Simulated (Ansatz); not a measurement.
# BH8N2P: the cost of one run

All numbers below are computed with Ansatz 0.2.0 (RKS LDA/def2-SVP).

## Step 1: The system as given

Bond lengths: B1–N3 1.550 Å, N3–H4 1.060 Å, N3–H5 1.060 Å, B1–N6 1.550 Å, N6–H7 1.060 Å, N6–H8 1.060 Å, B1–P9 2.210 Å, P9–H10 1.420 Å, P9–H11 1.420 Å, P9–H12 1.564 Å. Angles (14 of 15 angles, heavy atoms first): N3–B1–N6 120.0°, N3–B1–P9 105.4°, N6–B1–P9 92.8°, B1–N3–H4 120.0°, B1–N3–H5 120.0°, B1–N6–H7 120.0°, B1–N6–H8 120.0°, B1–P9–H10 109.5°, B1–P9–H11 109.5°, B1–P9–H12 56.9°, H4–N3–H5 120.0°, H7–N6–H8 120.0°, H10–P9–H11 109.4°, H10–P9–H12 117.5°.

Coordinates:

```xyz
12

B     0.0000    0.0000    0.0000
H     0.0000    0.0000    1.5400
N     1.3423    0.0000   -0.7750
H     1.8089   -0.9179   -1.0268
H     1.7937    0.9179   -1.0532
N    -1.3423    0.0000   -0.7750
H    -2.0112   -0.8164   -0.6764
H    -1.5914    0.8164   -1.4036
P    -0.2764    2.0790    0.6969
H    -1.5961    2.5082    0.3960
H    -0.0678    2.1402    2.1001
H    -0.1152    0.8664    1.6712
```

## Step 2: A restrained relaxation towards end A

Springs on the bonds that form and break draw the guess towards this end; the thresholds are loose.

Contents of input.yaml:

```yaml
crystal:
  periodic: [false, false, false]
  atoms:
    - { symbol: B, position_ang: [0.0, 0.0, 0.0] }
    - { symbol: H, position_ang: [0.0, 0.0, 1.54] }
    - { symbol: "N", position_ang: [1.3423, 0.0, -0.775] }
    - { symbol: H, position_ang: [1.8089, -0.9179, -1.0268] }
    - { symbol: H, position_ang: [1.7937, 0.9179, -1.0532] }
    - { symbol: "N", position_ang: [-1.3423, 0.0, -0.775] }
    - { symbol: H, position_ang: [-2.0112, -0.8164, -0.6764] }
    - { symbol: H, position_ang: [-1.5914, 0.8164, -1.4036] }
    - { symbol: P, position_ang: [-0.2764, 2.079, 0.6969] }
    - { symbol: H, position_ang: [-1.5961, 2.5082, 0.396] }
    - { symbol: H, position_ang: [-0.0678, 2.1402, 2.1001] }
    - { symbol: H, position_ang: [-0.1152, 0.8664, 1.6712] }
basis:
  gaussian: { orbitals: def2-SVP }
hamiltonian:
  xc: lda
relax:
  f_tol: 0.15
  max_steps: 25
  restrain:
    - { distance: [0, 8], at: 3.11, k: 30.0 }
    - { distance: [11, 1], at: 1.86, k: 30.0 }
    - { distance: [0, 1], at: 1.19, k: 30.0 }
    - { distance: [11, 8], at: 1.42, k: 30.0 }
```

Launch:

```bash
> ansatz run input.yaml --threads 2 --pin off --max-ram 3072MiB --backend cpu --events-out ev --progress --plain --runs-dir out
```

Q: Estimate wall time and peak memory on 2 threads of Arm Neoverse V2, shared host.

About 22 s, with a peak of 0.13 GiB.
